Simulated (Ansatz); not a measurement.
This script drives Ansatz 0.2.0, Python API.

Contents of `cl2geh2n.xyz`:
```text
6

N    -0.47510    0.99520   -0.01660
Ge   -0.28000   -0.73970    0.47770
Cl    1.80210   -1.11450    0.76160
Cl   -0.95810   -2.03070   -1.07900
H    -0.09270    1.62130    0.70260
H     0.04600    1.20420   -0.89250
```

The script, `scan_cl2geh2n.py`:
```python
'''Stretching a bond of Cl2GeH2N, the rest held rigid.'''

import warnings

import ansatz as az
import numpy as np


def main() -> None:
    warnings.simplefilter('ignore', az.DeckWarning)

    geometry = az.Crystal.molecule_from_extxyz('cl2geh2n.xyz')

    symbols = [site.symbol for site in geometry.cartesian_sites]
    start = np.array([site.position_ang for site in geometry.cartesian_sites])
    axis = (start[5] - start[0]) / np.linalg.norm(start[5] - start[0])
    moving = [5]
    lengths, energies = [0.916, 0.957, 0.999, 1.04, 1.082, 1.124, 1.165, 1.228], []
    for length in lengths:
        xyz = start.copy()
        xyz[moving] += (length - np.linalg.norm(start[5] - start[0])) * axis
        point = az.Crystal.molecule()
        for symbol, place in zip(symbols, xyz):
            point = point.atom(symbol, place.tolist())
        job = (
            point.calculation()
            .basis(gaussian='def2-SVP')  # atom-centred Gaussian functions
            .functional('r2SCAN')
            .spin('collinear', total=1)
        )
        report = job.run(threads=1, pin='off').report
        energies.append(report['free_energy_ev'])
        print(f'r = {length:6.3f} A  E = {energies[-1]:.5f} eV  <S^2> = {abs(report["mean_field"]["state"]["spin_squared"]):.3f}')

    # quartic fit about the minimum
    fit = np.polynomial.Polynomial.fit(lengths, np.array(energies) - min(energies), 4).convert()
    roots = [r.real for r in fit.deriv().roots() if abs(r.imag) < 1e-9 and fit.deriv(2)(r.real) > 0]
    r_e = min(roots, key=lambda r: abs(r - lengths[int(np.argmin(energies))]))
    print(f'minimum of the fit at {r_e:.4f} A, force constant {fit.deriv(2)(r_e):.2f} eV/A^2')


if __name__ == '__main__':
    main()
```

It is started by `python scan_cl2geh2n.py`. How long does it take on 1 thread of Arm Neoverse V2, with other jobs on the host, and how much memory does it need?

It took about 92 s, with a peak of 0.27 GiB, for 8 runs of the engine.

```console
$ python scan_cl2geh2n.py
r =  0.916 A  E = -83069.00881 eV  <S^2> = 0.752
r =  0.957 A  E = -83069.21551 eV  <S^2> = 0.752
r =  0.999 A  E = -83069.31242 eV  <S^2> = 0.752
r =  1.040 A  E = -83069.32057 eV  <S^2> = 0.752
r =  1.082 A  E = -83069.26124 eV  <S^2> = 0.753
r =  1.124 A  E = -83069.15005 eV  <S^2> = 0.753
r =  1.165 A  E = -83069.00419 eV  <S^2> = 0.753
r =  1.228 A  E = -83068.73020 eV  <S^2> = 0.753
minimum of the fit at 1.0236 A, force constant 43.47 eV/A^2
```

Reading the output:
- These settings explore the input space; basis and method may be short of convergence.
- The rest of the molecule is held rigid at a force-field or estimated start geometry, and the basis set is modest; single-reference methods fail as a bond breaks.
- The species is open-shell (spin multiplicity 2).
